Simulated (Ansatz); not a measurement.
# HfRu: a relaxation

Aim: a sound relaxation of HfRu. The structure is shown as the input types it.

Computed with Ansatz 0.2.0 (DFT, PBEsol, PAW with Ansatz's default frozen-core files, scalar-relativistic; relaxation of cell and atoms, unless a step's input says otherwise).

## (1) The starting structure

Symmetry: Pm-3m, No. 221, cubic system. The conventional cell has a = 2.586 Å, b = 2.586 Å, c = 2.586 Å, α = 90.00°, β = 90.00°, γ = 90.00°. Hf (site symmetry m-3m) has 8 Ru at 2.24 Å as nearest neighbours. Ru (site symmetry m-3m) is surrounded by 8 Hf at 2.24 Å.

As a file:

```xyz
2
Lattice="2.5864 0.0000 0.0000 0.0000 2.5864 0.0000 0.0000 0.0000 2.5864" Properties=species:S:1:pos:R:3 pbc="T T T"
Hf    0.0000    0.0000    0.0000
Ru    1.2932    1.2932    1.2932
```

## (2) The run

input.yaml reads:

```yaml
crystal:
  lattice:
    - [2.5864, 0.0, 0.0]
    - [0.0, 2.5864, 0.0]
    - [0.0, 0.0, 2.5864]
  atoms:
    - { symbol: Hf, position: [0.0, 0.0, 0.0] }
    - { symbol: Ru, position: [0.5, 0.5, 0.5] }
kpoints:
  mp_grid: { grid: [12, 12, 12] }
scf:
  occupations: { method: fermi_dirac, width: 0.1 }
  max_iter: 100
hamiltonian:
  xc: pbesol
  pseudopotentials: { kind: paw }
relax:
  f_tol: 0.002
  max_steps: 80
  cell: {}
output:
  forces: true
  stress: true
```

Launch:

```bash
$ ansatz run input.yaml --threads 1 --pin off --max-ram 3072MiB --backend cpu --events-out ev --progress --plain --runs-dir out
```

**Question.** How will this run end, and is anything wrong with its input?

The run converged and reported no error. That alone doesn't make the input a sound one.

The structure is squeezed far below its natural size. The shortest distance in the input is 2.24 Å, between atoms 1 (Hf) and 2 (Ru).

The cure: restore the intended size.
